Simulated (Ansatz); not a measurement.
# CH6BFO2Si: basis-set convergence

How large a basis does CH6BFO2Si need? Two functionals are run in growing sets.

Program: Ansatz 0.2.0, Gaussian basis. Level of theory: one geometry, several basis sets. These are calculated values, not measurements.

Levels to be run: PBE0-D4/def2-SVP; ωB97M-V/def2-SVP; PBE0-D4/def2-QZVPP; ωB97M-V/def2-QZVPP; the functionals' def2-TZVPP values are taken from earlier runs.

### Step 1. Structure used throughout

An earlier PBE0-D4 in a triple-zeta def2 set relaxation fixed the geometry.

SMILES `COB(F)O[SiH3]`, 12 atoms, charge 0, spin multiplicity 1.

Atoms are counted from 1 here; the program's logs count them from 0.

Bond lengths: C1–O2 1.415 Å, C1–H7 1.091 Å, C1–H8 1.091 Å, C1–H9 1.091 Å, O2–B3 1.352 Å, B3–F4 1.334 Å, B3–O5 1.352 Å, O5–Si6 1.654 Å, Si6–H10 1.484 Å, Si6–H11 1.481 Å, Si6–H12 1.484 Å. Angles: O2–C1–H7 111.7°, O2–C1–H8 108.8°, O2–C1–H9 108.8°, H7–C1–H8 109.3°, H7–C1–H9 109.3°, H8–C1–H9 108.8°, C1–O2–B3 123.0°, O2–B3–F4 121.1°, O2–B3–O5 120.4°, F4–B3–O5 118.5°, B3–O5–Si6 130.3°, O5–Si6–H10 110.4°, O5–Si6–H11 106.4°, O5–Si6–H12 110.4°, H10–Si6–H11 110.0°, H10–Si6–H12 109.8°, H11–Si6–H12 109.9°.

Coordinates:

```mol
CH6BFO2Si
  3D, bonds by distance, orders not assigned

 12 11  0  0  0  0  0  0  0  0999 V2000
   -1.3792   -1.4463    0.9633 C   0  0
   -0.4462   -0.6271    0.2857 O   0  0
   -0.3645    0.7093    0.4758 B   0  0
   -1.1771    1.3349    1.3287 F   0  0
    0.5489    1.4410   -0.2001 O   0  0
    1.6836    0.9750   -1.3100 Si  0  0
   -2.0145   -0.8655    1.6343 H   0  0
   -0.8355   -2.1965    1.5403 H   0  0
   -2.0027   -1.9536    0.2249 H   0  0
    2.6320    0.0079   -0.7037 H   0  0
    2.4042    2.2043   -1.7134 H   0  0
    1.0283    0.3614   -2.4917 H   0  0
  1  2  8  0
  2  3  8  0
  3  4  8  0
  3  5  8  0
  5  6  8  0
  1  7  8  0
  1  8  8  0
  1  9  8  0
  6 10  8  0
  6 11  8  0
  6 12  8  0
M  END
```

### Step 2. PBE0-D4 in def2-SVP

The input, in.yaml:

```yaml
crystal:
  periodic: [false, false, false]
  atoms:
    - {symbol: C, position_ang: [-1.379229, -1.446331, 0.963265]}
    - {symbol: O, position_ang: [-0.446190, -0.627104, 0.285679]}
    - {symbol: B, position_ang: [-0.364540, 0.709346, 0.475845]}
    - {symbol: F, position_ang: [-1.177093, 1.334923, 1.328691]}
    - {symbol: O, position_ang: [0.548902, 1.440996, -0.200105]}
    - {symbol: Si, position_ang: [1.683564, 0.974969, -1.310033]}
    - {symbol: H, position_ang: [-2.014504, -0.865521, 1.634323]}
    - {symbol: H, position_ang: [-0.835523, -2.196465, 1.540321]}
    - {symbol: H, position_ang: [-2.002697, -1.953598, 0.224922]}
    - {symbol: H, position_ang: [2.631956, 0.007920, -0.703717]}
    - {symbol: H, position_ang: [2.404185, 2.204264, -1.713385]}
    - {symbol: H, position_ang: [1.028270, 0.361399, -2.491703]}
basis:
  gaussian: {orbitals: def2-SVP}
hamiltonian: {xc: pbe0, dispersion: d4}
output: {orbitals: {seedname: orbitals}}
```

The runs that follow: ωB97M-V in def2-SVP; PBE0-D4 in def2-QZVPP; ωB97M-V in def2-QZVPP.

Before running them: what should the planned runs give, taken together? Wanted: PBE0-D4: double and triple zeta above quadruple; ωB97M-V: double and triple zeta above quadruple.

**Answer**, as computed:

| quantity | value |
| --- | --- |
| PBE0-D4: double and triple zeta above quadruple | 13.78, 0.76 eV |
| ωB97M-V: double and triple zeta above quadruple | 14.00, 0.71 eV |

In words: For PBE0-D4 the step from double to triple zeta gains 13.03 eV and the next only 0.76 eV. Total energies overstate the basis error of differences, where much of it tends to cancel. The LUMO of ωB97M-V is positive and keeps falling with the basis (2.70 to 1.35 eV): an unbound level that the basis holds in place.
